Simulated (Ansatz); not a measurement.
# C₂H₁₀OSi₂: taking an electron away

Aim: the vertical ionisation energy of C₂H₁₀OSi₂, as cation minus neutral at the neutral's geometry, on several levels, and how well −ε(HOMO) stands in for it.

The runs use Ansatz 0.2.0, Gaussian basis; unrestricted cation, the program's frozen cores in correlated methods.

The runs, in order: UKS PBE-D4/def2-TZVPP; UKS r2SCAN-D4/def2-TZVPP; UKS PBE0-D4/def2-TZVPP; UKS B3LYP-D4/def2-TZVPP; UKS wB97X-V/def2-TZVPP; UKS wB97M-V/def2-TZVPP; UKS B2PLYP/def2-TZVPP; UHF-CCSD(T)/def2-TZVPP; UHF-MP2/def2-QZVPP; extrapolation to the limit; then −ε(HOMO) from the neutral's earlier runs with LDA (SPW92), PBE-D4, revPBE-D4, BLYP-D4, r2SCAN-D4, B97M-V, PBE0-D4, B3LYP-D4, r2SCANh-D4, r2SCAN0-D4, HSE06-D4, BHLYP-D4, CAM-B3LYP-D4, LC-ωPBE, ωB97X-V, ωB97M-V.

## (1) Structure used throughout

The geometry comes from an earlier relaxation with PBE0-D4 in a triple-zeta def2 set; it is a stationary point, not always the lowest conformer.

SMILES `O[SiH2]CC[SiH3]`, 15 atoms, charge 0, spin multiplicity 1.

Atoms are counted from 1 here; the program's logs count them from 0.

Bond lengths: O1–Si2 1.650 Å, O1–H6 0.959 Å, Si2–C3 1.874 Å, Si2–H7 1.484 Å, Si2–H8 1.494 Å, C3–C4 1.534 Å, C3–H9 1.098 Å, C3–H10 1.096 Å, C4–Si5 1.878 Å, C4–H11 1.097 Å, C4–H12 1.096 Å, Si5–H13 1.487 Å, Si5–H14 1.487 Å, Si5–H15 1.494 Å. Angles: Si2–O1–H6 117.3°, O1–Si2–C3 113.3°, O1–Si2–H7 105.3°, O1–Si2–H8 110.7°, C3–Si2–H7 109.5°, C3–Si2–H8 108.1°, H7–Si2–H8 109.8°, Si2–C3–C4 116.3°, Si2–C3–H9 106.0°, Si2–C3–H10 107.9°, C4–C3–H9 109.7°, C4–C3–H10 110.7°, H9–C3–H10 105.7°, C3–C4–Si5 116.1°, C3–C4–H11 110.3°, C3–C4–H12 110.5°, Si5–C4–H11 106.2°, Si5–C4–H12 107.6° and more.

Coordinates:

```xyz
15
charge 0, multiplicity 1
O    -1.5753    1.2672   -1.1873
Si   -0.7541   -0.0738   -1.6857
C    -0.2313   -1.1904   -0.2750
C     0.9213   -0.6837    0.6006
Si    0.5618    0.8409    1.6364
H    -1.0841    1.9245   -0.6907
H    -1.6947   -0.8019   -2.5723
H     0.4690    0.3101   -2.4521
H     0.0459   -2.1485   -0.7347
H    -1.1177   -1.4002    0.3350
H     1.2368   -1.4644    1.3031
H     1.8026   -0.4660   -0.0139
H     1.6936    1.1161    2.5606
H    -0.6853    0.6678    2.4278
H     0.3900    2.0512    0.7773
```

## (2) Cation, UKS PBE-D4/def2-TZVPP

The input, in.yaml:

```yaml
crystal:
  periodic: [false, false, false]
  atoms:
    - {symbol: O, position_ang: [-1.575347, 1.267226, -1.187274]}
    - {symbol: Si, position_ang: [-0.754110, -0.073780, -1.685685]}
    - {symbol: C, position_ang: [-0.231314, -1.190407, -0.275048]}
    - {symbol: C, position_ang: [0.921254, -0.683710, 0.600640]}
    - {symbol: Si, position_ang: [0.561829, 0.840916, 1.636423]}
    - {symbol: H, position_ang: [-1.084123, 1.924487, -0.690656]}
    - {symbol: H, position_ang: [-1.694708, -0.801864, -2.572253]}
    - {symbol: H, position_ang: [0.468976, 0.310135, -2.452054]}
    - {symbol: H, position_ang: [0.045859, -2.148530, -0.734652]}
    - {symbol: H, position_ang: [-1.117746, -1.400160, 0.334961]}
    - {symbol: H, position_ang: [1.236836, -1.464404, 1.303072]}
    - {symbol: H, position_ang: [1.802557, -0.465963, -0.013869]}
    - {symbol: H, position_ang: [1.693626, 1.116063, 2.560637]}
    - {symbol: H, position_ang: [-0.685260, 0.667836, 2.427817]}
    - {symbol: H, position_ang: [0.389970, 2.051156, 0.777342]}
basis:
  gaussian: {orbitals: def2-TZVPP}
total_charge: 1
magnetization: {spin_polarized: true, initial_magnetization: 1}
hamiltonian: {xc: pbe, dispersion: d4}
```

Started as:

```bash
> ansatz run in.yaml --threads 2 --pin off --events-out ev --progress --plain --max-ram 32768MiB --backend cuda --devices 0, --max-vram 18GiB
```

Further steps of the session: Cation, UKS r2SCAN-D4/def2-TZVPP; Cation, UKS PBE0-D4/def2-TZVPP; Cation, UKS B3LYP-D4/def2-TZVPP; Cation, UKS wB97X-V/def2-TZVPP; Cation, UKS wB97M-V/def2-TZVPP; Cation, UKS B2PLYP (frozen core)/def2-TZVPP; Cation, UHF-CCSD(T)/def2-TZVPP; Cation, UHF-MP2/def2-QZVPP.

Before running them: what should the planned runs give, taken together? Wanted: ionisation energy, CCSD(T)/CBS; nearest functional by difference; nearest −ε(HOMO); −ε(HOMO) of PBE; T1 of the cation.

**Answer**, as computed:

```
                        quantity               value
  ionisation energy, CCSD(T)/CBS            10.51 eV
nearest functional by difference  ωB97X-V (-0.21 eV)
                nearest −ε(HOMO)  ωB97X-V (-0.05 eV)
                 −ε(HOMO) of PBE             6.71 eV
                T1 of the cation               0.038
```

What this shows: By cation minus neutral, the functionals miss by 0.95 eV at most. −ε(HOMO) of PBE misses by 3.8 eV, since self-interaction lifts the level. Among orbital estimates ωB97X-V comes nearest. Hartree-Fock falls 0.65 eV short, as the neutral has more correlation energy than the cation. The cation's T1 (from the report) is 0.038, near the customary mark of 0.045 for open shells, so the coupled-cluster value is less safe.
